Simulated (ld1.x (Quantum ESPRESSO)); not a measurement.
# A TM potential for boron, from input to tests

Aim: build the potential from the settings below, then test how well it stands in for the atom: other configurations, scattering, ghost states and the plane-wave cutoff that it needs.

Method: ld1.x (Quantum ESPRESSO) 7.5, PBE, non-relativistic.

### Step 1. The design

Typed settings, in words:

```
element                 : boron (B, Z = 5)
type                    : norm-conserving Troullier–Martins (Kleinman–Bylander form)
frozen core             : [He]
valence charge          : 3
reference configuration : 2s1.75 2p1.25
partial waves           : 2s (bound): rc 1.60 bohr; 2p (bound): rc 3.05 bohr; 3d channel at -0.05 Ry: rc 2.70 bohr
local potential         : all-electron potential smoothed inside 1.30 bohr (lloc = -1)
core correction         : not asked for
```

The nodes and maxima of the atom's own shells, from an earlier all-electron run, set the scale for the radii.

All-electron outer shells of the reference configuration (PBE, non-relativistic, ld1.x):

```csv
shell,level (eV),outermost node (bohr),outermost maximum (bohr)
1s,-180.84,–,0.21
2s,-9.57,0.46,1.52
2p,-3.73,–,1.57
```

### Step 2. Generation

Contents of B.in:

```
 &input
   title='B', zed=5., rel=0, dft='PBE', iswitch=3,
   config='[He] 2s1.75 2p1.25 3d-2',
   nld=3, rlderiv=3.30, eminld=-3.0, emaxld=5.0, deld=0.02
 /
 &inputp
   pseudotype=2, tm=.true., lloc=-1, rcloc=1.30,
   nlcc=.false.,
   file_pseudopw='B.UPF', file_wfcaegen='ae.wfc', file_wfcncgen='nc.wfc', file_beta='beta', file_chi='chi'
 /
3
2S  1  0   1.75   0.00  1.60  1.60  0.0
2P  2  1   1.25   0.00  3.05  3.05  0.0
3D  3  2  -2.00  -0.05  2.70  2.70  0.0
 &test
   configts(1)='2s1.75 2p1.25'
 /
```

The run is started by

```
$ ld1.x < B.in > B.out
```

What the program wrote to B.out (without the banner and most projector matrices):

```text
     Program LD1 v.7.5
     --------------------------- All-electron run ----------------------------

     B

     atomic number is  5.00
     dft =PBE   lsd =0 sic =0 latt =0  beta=0.20 tr2=1.0E-14
     Exchange-correlation= PBE
                           (   1   4   3   4   0   0   0)
     mesh =1059 r(mesh) = 101.04461 a.u. xmin = -7.00 dx = 0.01250
     1 Ry =  13.60569312 eV

     n l     nl                  e(Ry)          e(Ha)          e(eV)
     1 0     1S 1( 2.00)       -13.2915        -6.6457      -180.8399
     2 0     2S 1( 1.75)        -0.7032        -0.3516        -9.5674
     2 1     2P 1( 1.25)        -0.2741        -0.1371        -3.7294

     final scf error:  2.6E-15 reached in  42 iterations

     Etot =     -49.084283 Ry,     -24.542141 Ha,    -667.825686 eV

     Ekin =      48.887707 Ry,      24.443853 Ha,     665.151137 eV
     Encl =    -113.440575 Ry,     -56.720288 Ha,   -1543.437653 eV
     Eh   =      23.038178 Ry,      11.519089 Ha,     313.450385 eV
     Exc  =      -7.569593 Ry,      -3.784796 Ha,    -102.989555 eV

     normalization and overlap integrals

     s(1S/1S) =  1.000000  <r> =   0.3294  <r2> =    0.1474  r(max) =   0.2103
     s(2S/2S) =  1.000000  <r> =   1.9485  <r2> =    4.5809  r(max) =   1.5152
     s(2P/2P) =  1.000000  <r> =   2.2865  <r2> =    6.7898  r(max) =   1.5731

     ------------------------ End of All-electron run ------------------------

     --------------------- Generating NC pseudopotential ---------------------

      Generating local potential from pseudized AE potential:
      Matching radius rcloc =   1.3000

      Local pseudo, rcloc= 1.304 Estimated cut-off energy=    13.83 Ry

      Wfc   2S  rcut= 1.593  Using Troullier-Martins method

      Wfc   2P  rcut= 3.051  Using Troullier-Martins method

      Wfc   3D  rcut= 2.693  Using Troullier-Martins method

     ------------------- End of pseudopotential generation -------------------

     [... the all-electron block is printed once more ...]


     Computing logarithmic derivative in   3.30961
     Computing logarithmic derivative in   3.30961
     Computing the partial wave expansion
     R is outside the sphere for l=    0 j= 0.00
     R is outside the sphere for l=    1 j= 0.00
     R is outside the sphere for l=    2 j= 0.00

     ---------------------- Testing the pseudopotential ----------------------

     B

     atomic number is  5.00   valence charge is  3.00
     dft =PBE   lsd =0 sic =0 latt =0  beta=0.20 tr2=1.0E-14
     mesh =1059 r(mesh) = 101.04461 xmin = -7.00 dx = 0.01250

     n l     nl             e AE (Ry)        e PS (Ry)    De AE-PS (Ry)
     1 0     2S   1( 1.75)       -0.70319       -0.70319        0.00000
     2 1     2P   1( 1.25)       -0.27410       -0.27410       -0.00000

     eps = 3.4E-17  iter =  6

     Etot =     -49.084283 Ry,     -24.542141 Ha,    -667.825686 eV
     Etotps =    -5.038915 Ry,      -2.519458 Ha,     -68.557935 eV

     Ekin =       2.521054 Ry,       1.260527 Ha,      34.300681 eV
     Encl =     -10.485248 Ry,      -5.242624 Ha,    -142.659066 eV
     Ehrt =       3.923293 Ry,       1.961647 Ha,      53.379121 eV
     Ecxc =      -1.582500 Ry,      -0.791250 Ha,     -21.531011 eV
     Epseu=       0.584486 Ry,       0.292243 Ha,       7.952340 eV

     ---------------------- End of pseudopotential test ----------------------
```

Wall time 1.1 s (1 thread, shared host). (Generation and the later configuration tests together.)

Partial waves on a coarse radial grid (AE all-electron, PS pseudo):

```
r (bohr)   2p AE   2p PS
   0.152  0.0561  0.0186
   0.305  0.1636  0.0727
   0.458  0.2758  0.1557
   0.610  0.3747  0.2568
   0.762  0.4557  0.3645
   0.915  0.5202  0.4675
   1.068  0.5688  0.5545
   1.220  0.6017  0.6186
   1.372  0.6210  0.6580
   1.525  0.6289  0.6740
   1.678  0.6274  0.6709
   1.830  0.6185  0.6543
   1.982  0.6040  0.6296
   2.135  0.5852  0.6010
   2.288  0.5634  0.5716
   2.440  0.5397  0.5431
   2.592  0.5148  0.5158
   2.745  0.4891  0.4893
   2.898  0.4632  0.4632
   3.050  0.4378  0.4378
   3.202  0.4128  0.4128
   3.355  0.3885  0.3885
   3.508  0.3649  0.3649
   3.660  0.3426  0.3426
   3.812  0.3212  0.3212
   3.965  0.3007  0.3007
```

### Step 3. Testing the new file in other configurations

Contents of B.test.in:

```
 &input
   title='B', zed=5., rel=0, dft='PBE', iswitch=2,
   config='[He] 2s1.75 2p1.25 3d-2'
 /
 &test
   file_pseudo='B.UPF', nconf=8,
   configts(1)='2s1.75 2p1.25',
   configts(2)='2s2 2p1',
   configts(3)='2s2 2p0',
   configts(4)='2s1 2p0',
   configts(5)='2s2 2p1.3',
   configts(6)='2s2 2p0.5',
   configts(7)='2s1 2p2',
   configts(8)='2s0 2p3'
 /
```

The run is started by

```
$ ld1.x < B.test.in > B.test.out
```

B.test.out, the pseudopotential blocks:

```text
     ---------------------- Testing the pseudopotential ----------------------

     B

     atomic number is  5.00   valence charge is  3.00
     dft =PBE   lsd =0 sic =0 latt =0  beta=0.20 tr2=1.0E-14
     mesh =1059 r(mesh) = 101.04461 xmin = -7.00 dx = 0.01250

     n l     nl             e AE (Ry)        e PS (Ry)    De AE-PS (Ry)
     1 0     2S   1( 1.75)       -0.70319       -0.70319        0.00000
     2 1     2P   1( 1.25)       -0.27410       -0.27410        0.00000

     eps = 4.7E-16  iter =  4

     Etot =     -49.084283 Ry,     -24.542141 Ha,    -667.825687 eV
     Etotps =    -5.038915 Ry,      -2.519458 Ha,     -68.557936 eV

     Ekin =       2.521053 Ry,       1.260527 Ha,      34.300680 eV
     Encl =     -10.485248 Ry,      -5.242624 Ha,    -142.659066 eV
     Ehrt =       3.923293 Ry,       1.961647 Ha,      53.379121 eV
     Ecxc =      -1.582500 Ry,      -0.791250 Ha,     -21.531011 eV
     Epseu=       0.584486 Ry,       0.292243 Ha,       7.952340 eV

     ---------------------- End of pseudopotential test ----------------------

     ---------------------- Testing the pseudopotential ----------------------

     B

     atomic number is  5.00   valence charge is  3.00
     dft =PBE   lsd =0 sic =0 latt =0  beta=0.20 tr2=1.0E-14
     mesh =1059 r(mesh) = 101.04461 xmin = -7.00 dx = 0.01250

     n l     nl             e AE (Ry)        e PS (Ry)    De AE-PS (Ry)
     1 0     2S   1( 2.00)       -0.69373       -0.69248       -0.00126
     2 1     2P   1( 1.00)       -0.26525       -0.26446       -0.00079

     eps = 2.4E-15  iter =  7

     Etot =     -49.191483 Ry,     -24.595742 Ha,    -669.284227 eV
     Etotps =    -5.146057 Ry,      -2.573029 Ha,     -70.015676 eV
     dEtot_ae =      -0.107201 Ry
     dEtot_ps =      -0.107142 Ry,   Delta E=      -0.000059 Ry

     Ekin =       2.326835 Ry,       1.163417 Ha,      31.658201 eV
     Encl =     -10.558022 Ry,      -5.279011 Ha,    -143.649212 eV
     Ehrt =       3.958187 Ry,       1.979093 Ha,      53.853872 eV
     Ecxc =      -1.595316 Ry,      -0.797658 Ha,     -21.705380 eV
     Epseu=       0.722260 Ry,       0.361130 Ha,       9.826843 eV

     ---------------------- End of pseudopotential test ----------------------

     ---------------------- Testing the pseudopotential ----------------------

     B

     atomic number is  5.00   valence charge is  3.00
     dft =PBE   lsd =0 sic =0 latt =0  beta=0.20 tr2=1.0E-14
     mesh =1059 r(mesh) = 101.04461 xmin = -7.00 dx = 0.01250

     n l     nl             e AE (Ry)        e PS (Ry)    De AE-PS (Ry)
     1 0     2S   1( 2.00)       -1.43362       -1.42037       -0.01325  !
     2 1     2P   1( 0.00)       -0.98243       -0.95983       -0.02260  !

     eps = 1.6E-15  iter = 10

     Etot =     -48.587184 Ry,     -24.293592 Ha,    -661.062311 eV
     Etotps =    -4.549985 Ry,      -2.274993 Ha,     -61.905706 eV
     dEtot_ae =       0.497099 Ry
     dEtot_ps =       0.488930 Ry,   Delta E=       0.008169 Ry

     Ekin =       1.304870 Ry,       0.652435 Ha,      17.753663 eV
     Encl =      -7.841343 Ry,      -3.920671 Ha,    -106.686900 eV
     Ehrt =       2.019039 Ry,       1.009520 Ha,      27.470430 eV
     Ecxc =      -1.078766 Ry,      -0.539383 Ha,     -14.677357 eV
     Epseu=       1.046213 Ry,       0.523107 Ha,      14.234459 eV

     ---------------------- End of pseudopotential test ----------------------

     ---------------------- Testing the pseudopotential ----------------------

     B

     atomic number is  5.00   valence charge is  3.00
     dft =PBE   lsd =0 sic =0 latt =0  beta=0.20 tr2=1.0E-14
     mesh =1059 r(mesh) = 101.04461 xmin = -7.00 dx = 0.01250

     n l     nl             e AE (Ry)        e PS (Ry)    De AE-PS (Ry)
     1 0     2S   1( 1.00)       -2.31269       -2.28950       -0.02319  !
     2 1     2P   1( 0.00)       -1.87355       -1.80858       -0.06497  !

     eps = 9.0E-15  iter =  8

     Etot =     -46.719206 Ry,     -23.359603 Ha,    -635.647181 eV
     Etotps =    -2.699638 Ry,      -1.349819 Ha,     -36.730444 eV
     dEtot_ae =       2.365077 Ry
     dEtot_ps =       2.339278 Ry,   Delta E=       0.025799 Ry

     Ekin =       0.765337 Ry,       0.382669 Ha,      10.412944 eV
     Encl =      -4.181994 Ry,      -2.090997 Ha,     -56.898931 eV
     Ehrt =       0.545102 Ry,       0.272551 Ha,       7.416494 eV
     Ecxc =      -0.476599 Ry,      -0.238300 Ha,      -6.484466 eV
     Epseu=       0.648516 Ry,       0.324258 Ha,       8.823515 eV

     ---------------------- End of pseudopotential test ----------------------

     ---------------------- Testing the pseudopotential ----------------------

     B

     atomic number is  5.00   valence charge is  3.00
     dft =PBE   lsd =0 sic =0 latt =0  beta=0.20 tr2=1.0E-14
     mesh =1059 r(mesh) = 101.04461 xmin = -7.00 dx = 0.01250

     n l     nl             e AE (Ry)        e PS (Ry)    De AE-PS (Ry)
     1 0     2S   1( 2.00)       -0.51857       -0.51745       -0.00113
     2 1     2P   1( 1.30)       -0.10171       -0.10166       -0.00005

     eps = 3.4E-15  iter =  7

     Etot =     -49.245788 Ry,     -24.622894 Ha,    -670.023082 eV
     Etotps =    -5.200267 Ry,      -2.600134 Ha,     -70.753243 eV
     dEtot_ae =      -0.161506 Ry
     dEtot_ps =      -0.161352 Ry,   Delta E=      -0.000153 Ry

     Ekin =       2.477520 Ry,       1.238760 Ha,      33.708375 eV
     Encl =     -11.159945 Ry,      -5.579973 Ha,    -151.838792 eV
     Ehrt =       4.529389 Ry,       2.264695 Ha,      61.625480 eV
     Ecxc =      -1.712173 Ry,      -0.856087 Ha,     -23.295304 eV
     Epseu=       0.664942 Ry,       0.332471 Ha,       9.046998 eV

     ---------------------- End of pseudopotential test ----------------------

     ---------------------- Testing the pseudopotential ----------------------

     B

     atomic number is  5.00   valence charge is  3.00
     dft =PBE   lsd =0 sic =0 latt =0  beta=0.20 tr2=1.0E-14
     mesh =1059 r(mesh) = 101.04461 xmin = -7.00 dx = 0.01250

     n l     nl             e AE (Ry)        e PS (Ry)    De AE-PS (Ry)
     1 0     2S   1( 2.00)       -1.03816       -1.03414       -0.00402
     2 1     2P   1( 0.50)       -0.59458       -0.58808       -0.00651  !

     eps = 3.1E-15  iter = 16

     Etot =     -48.979185 Ry,     -24.489593 Ha,    -666.395763 eV
     Etotps =    -4.935269 Ry,      -2.467634 Ha,     -67.147749 eV
     dEtot_ae =       0.105097 Ry
     dEtot_ps =       0.103647 Ry,   Delta E=       0.001451 Ry

     Ekin =       1.911588 Ry,       0.955794 Ha,      26.008476 eV
     Encl =      -9.317222 Ry,      -4.658611 Ha,    -126.767257 eV
     Ehrt =       2.963600 Ry,       1.481800 Ha,      40.321827 eV
     Ecxc =      -1.354899 Ry,      -0.677450 Ha,     -18.434346 eV
     Epseu=       0.861665 Ry,       0.430833 Ha,      11.723551 eV

     ---------------------- End of pseudopotential test ----------------------

     ---------------------- Testing the pseudopotential ----------------------

     B

     atomic number is  5.00   valence charge is  3.00
     dft =PBE   lsd =0 sic =0 latt =0  beta=0.20 tr2=1.0E-14
     mesh =1059 r(mesh) = 101.04461 xmin = -7.00 dx = 0.01250

     n l     nl             e AE (Ry)        e PS (Ry)    De AE-PS (Ry)
     1 0     2S   1( 1.00)       -0.72874       -0.73213        0.00339
     2 1     2P   1( 2.00)       -0.29833       -0.30064        0.00231

     eps = 5.0E-15  iter = 14

     Etot =     -48.761922 Ry,     -24.380961 Ha,    -663.439745 eV
     Etotps =    -4.716139 Ry,      -2.358070 Ha,     -64.166346 eV
     dEtot_ae =       0.322361 Ry
     dEtot_ps =       0.322776 Ry,   Delta E=      -0.000415 Ry

     Ekin =       3.126501 Ry,       1.563250 Ha,      42.538207 eV
     Encl =     -10.280369 Ry,      -5.140184 Ha,    -139.871542 eV
     Ehrt =       3.829800 Ry,       1.914900 Ha,      52.107090 eV
     Ecxc =      -1.548749 Ry,      -0.774375 Ha,     -21.071807 eV
     Epseu=       0.156678 Ry,       0.078339 Ha,       2.131708 eV

     ---------------------- End of pseudopotential test ----------------------

     ---------------------- Testing the pseudopotential ----------------------

     B

     atomic number is  5.00   valence charge is  3.00
     dft =PBE   lsd =0 sic =0 latt =0  beta=0.20 tr2=1.0E-14
     mesh =1059 r(mesh) = 101.04461 xmin = -7.00 dx = 0.01250

     n l     nl             e AE (Ry)        e PS (Ry)    De AE-PS (Ry)
     1 0     2S   1( 0.00)       -0.75779       -0.76642        0.00863  !
     2 1     2P   1( 3.00)       -0.32646       -0.33145        0.00499

     eps = 7.4E-15  iter =  9

     Etot =     -48.330970 Ry,     -24.165485 Ha,    -657.576345 eV
     Etotps =    -4.283002 Ry,      -2.141501 Ha,     -58.273206 eV
     dEtot_ae =       0.753313 Ry
     dEtot_ps =       0.755914 Ry,   Delta E=      -0.002601 Ry

     Ekin =       3.972742 Ry,       1.986371 Ha,      54.051912 eV
     Encl =     -10.033139 Ry,      -5.016569 Ha,    -136.507810 eV
     Ehrt =       3.724517 Ry,       1.862259 Ha,      50.674638 eV
     Ecxc =      -1.511782 Ry,      -0.755891 Ha,     -20.568848 eV
     Epseu=      -0.435340 Ry,      -0.217670 Ha,      -5.923098 eV

     ---------------------- End of pseudopotential test ----------------------
```

The tests as a table, with energies relative to 2s1.75 2p1.25.

```tsv
valence configuration	charge	ΔE all-electron (eV)	error AE − PS (meV)
2s2 2p1	0	-1.459	-0.8
2s2 2p0	+1	6.763	+111
2s1 2p0	+2	32.179	+351
2s2 2p1.3	-0.3	-2.197	-2.1
2s2 2p0.5	+0.5	1.430	+20
2s1 2p2	0	4.386	-5.6
2s0 2p3	0	10.249	-35
```

### Step 4. Logarithmic derivatives

Taken from the files of the generation run. The phase is arctan(r·u′/u) with u = r·R, unwrapped, with energies in Ry. A pole is an energy at which the radial function vanishes at the test radius. The pseudo phase is shifted by a multiple of π to meet the all-electron one at the reference energy. Levels narrower than the energy grid can be missing from the poles. The last column is the largest difference on the grid between −1 and +1 Ry.

| channel | radius (bohr) | reference (Ry) | poles AE | poles PS | window around the reference with phases within 0.05 rad (Ry) | largest difference near zero (rad) |
| --- | --- | --- | --- | --- | --- | --- |
| s | 3.31 | -0.70 | -0.51, 2.92 | -0.51, 2.81 | below 1.0 | 0.030 |
| p | 3.31 | -0.27 | -0.02, 2.86 | -0.01, 3.27 | below 0.8 | 0.066 |
| d | 3.31 | -0.05 | 1.89 | 1.89 | below 3.3 | 0.002 |

Phases (rad) along the scan:

```
E (Ry)    p AE    p PS    s AE    s PS
 -3.00   1.391   1.391   1.382   1.382
 -2.52   1.373   1.373   1.360   1.360
 -2.04   1.347   1.347   1.327   1.327
 -1.56   1.308   1.308   1.266   1.266
 -1.08   1.232   1.233   1.054   1.053
 -0.60   0.950   0.952  -1.447  -1.447
 -0.12  -1.438  -1.437  -1.779  -1.780
  0.36  -1.805  -1.794  -1.981  -1.985
  0.84  -2.151  -2.085  -2.567  -2.597
  1.32  -3.611  -3.202  -4.046  -4.081
  1.80  -4.422  -4.300  -4.478  -4.493
  2.28  -4.609  -4.546  -4.618  -4.629
  2.76  -4.698  -4.647  -4.693  -4.705
  3.24  -4.764  -4.709  -4.749  -4.765
  3.72  -4.833  -4.760  -4.803  -4.830
  4.20  -4.940  -4.812  -4.871  -4.935
  4.68  -5.247  -4.886  -4.997  -5.251
```

### Step 5. Plane-wave convergence, by spherical Bessel functions

This step uses the generator's waves and projectors in a separate script. Basis: spherical Bessel functions vanishing at 20 bohr, q² up to the cutoff; potential fixed at the reference.

All-electron valence levels (Ry): 2s -0.7032, 2p -0.2741. The lowest levels of each channel (Ry) by cutoff; the last column sums, over occupied levels, occupation times the distance from the level at 400 Ry. A positive value at high cutoff is not a bound level.

```
cutoff (Ry)     s #1     p #1    d #1    f #1  Σ f·Δε (mRy)
          8  -0.6717  -0.2452  0.0654  0.1127          91.3
         10  -0.6807  -0.2634  0.0654  0.1127          52.7
         15  -0.6950  -0.2739  0.0654  0.1127          14.7
         18  -0.7002  -0.2740  0.0654  0.1127           5.4
         21  -0.7016  -0.2740  0.0654  0.1127           2.9
         30  -0.7021  -0.2741  0.0654  0.1127           1.9
         35  -0.7022  -0.2741  0.0654  0.1127           1.7
         40  -0.7025  -0.2741  0.0654  0.1127           1.2
         45  -0.7027  -0.2741  0.0654  0.1127           0.8
         50  -0.7030  -0.2741  0.0654  0.1127           0.3
         55  -0.7031  -0.2741  0.0654  0.1127           0.2
        400  -0.7032  -0.2741  0.0654  0.1127           0.0
```

The sum stays within 10 mRy from 18 Ry and within 1 mRy from 45 Ry. The sum leaves out empty levels, which can need more. Ghost test: no level below the all-electron spectrum of its channel (s, p, d, f tested).

### Step 6. Summary of results

| quantity | value |
| --- | --- |
| cutoffs for 10 and 1 mRy, occupied levels | 18 Ry and 45 Ry |
| bound ghosts | none found |
| largest test error (AE − PS) | +351 meV, for 2s1 2p0 |
| largest phase difference near zero energy, channels read | 0.066 rad |

The worst unpolarised test, 2s1 2p0, is off by 351 meV on 32.2 eV; by total energies transferability rates as poor. The potential is soft on the atom at that tolerance: the looser tolerance needs 18 Ry. The slowest occupied level is 2s: taken alone it needs 35 Ry to come within 1 mRy, against 15 Ry for 2p. The Bessel-basis test finds no level below the valence levels. Near zero energy the largest phase difference among the channels read is 0.07 rad, in the p channel. These are tests on the free atom; a crystal test is still owed.
